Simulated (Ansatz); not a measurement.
# NaSe (quartet): from Hartree-Fock to the top rungs, cc-pVDZ

How much of the correlation energy of NaSe (quartet) does each wave-function method recover here?

Computed with Ansatz 0.2.0, Gaussian basis. Level: cc-pVDZ, core rule «outside noble gas», up to 19 orbitals frozen.

To be run: UHF; CCSD(T) on ROHF; CCSD(T) on UHF; BCCD(T) on ROHF; CISD as a restricted active space (open shells left free, so some higher excitations enter); CCSDT(Q) on ROHF; CCSDT(Q) on UHF; Full CI.

29 further runs of the same task are left out: 14 for a known fault of the program, 7 that didn't finish, 8 set aside as unsound or not needed. Runs told in other sessions of the task aren't counted.

### 1 What is computed

The geometry is a PBE0/def2-TZVP stationary point (not a proven minimum). No spin-orbit coupling is included. The filled d shell of Se may be among the frozen orbitals whatever the setting's name suggests.

2 atoms, charge 0, spin multiplicity 4.

Atoms are counted from 1 here; the program's logs count them from 0.

No contacts short enough for the rule that draws bonds.

### 2 UHF

in.yaml reads:

```yaml
crystal:
  periodic: [false, false, false]
  atoms:
    - {symbol: Se, position_ang: [0.000000, 0.000000, 0.000000]}
    - {symbol: Na, position_ang: [0.000000, 0.000000, 3.655800]}
basis:
  gaussian: {orbitals: cc-pVDZ}
magnetization: {spin_polarized: true, initial_magnetization: 3}
hamiltonian: {xc: hf}
output: {orbitals: {seedname: orbitals}}
```

On the command line:

```bash
$ ansatz run in.yaml --threads 1 --pin off --events-out ev --progress --plain --max-ram 2393MiB
```

The runs that follow: CCSD(T) on ROHF; CCSD(T) on UHF; BCCD(T) on ROHF; CISD as a restricted active space (open shells left free, so some higher excitations enter); CCSDT(Q) on ROHF; CCSDT(Q) on UHF; Full CI.

Q: Predict the results of all the runs planned. Wanted: FCI from the RHF energy; RMP2 from FCI; UMP2 from FCI; RCCSD from FCI; RCCSD(T) from FCI; UCCSD(T) from FCI; RCCSDT(Q) from FCI; UCCSDT(Q) from FCI; T1 diagnostic.

The runs gave:

| quantity | value |
| --- | --- |
| FCI from the ROHF energy | -2.5740 eV |
| RMP2 from FCI | +44.6 kJ/mol |
| UMP2 from FCI | +45.6 kJ/mol |
| RCCSD from FCI | +4.1 kJ/mol |
| RCCSD(T) from FCI | +1.0 kJ/mol |
| UCCSD(T) from FCI | +0.2 kJ/mol |
| RCCSDT(Q) from FCI | 0.0 kJ/mol |
| UCCSDT(Q) from FCI | -0.8 kJ/mol |
| levels within 1 kcal/mol (43 meV) | RCCSD, UCCSD, RCCSD(T), UCCSD(T), BCCD(T), RCCSDT, UCCSDT, RCCSDT(Q), UCCSDT(Q) |
| T1 diagnostic | 0.014 |
| effectively unpaired electrons | 3.02 |

In words: RCCSD(T) misses by +1.0 kJ/mol, 0.4 % of the correlation energy. UCCSDT, UCCSDT(Q) fall below full CI: unrestricted runs freeze a spin-polarised core, another one than full CI's, and coupled cluster isn't variational. One determinant dominates. These misses are within one basis, not against nature; the frozen cores of restricted and unrestricted runs differ, which can shift their rows.

Levels on UHF freeze UHF's core orbitals, full CI those of ROHF, so the U rows can settle a little off it for that reason alone.

With open shells the CI space here admits some higher excitations, so it is larger than plain CISD.
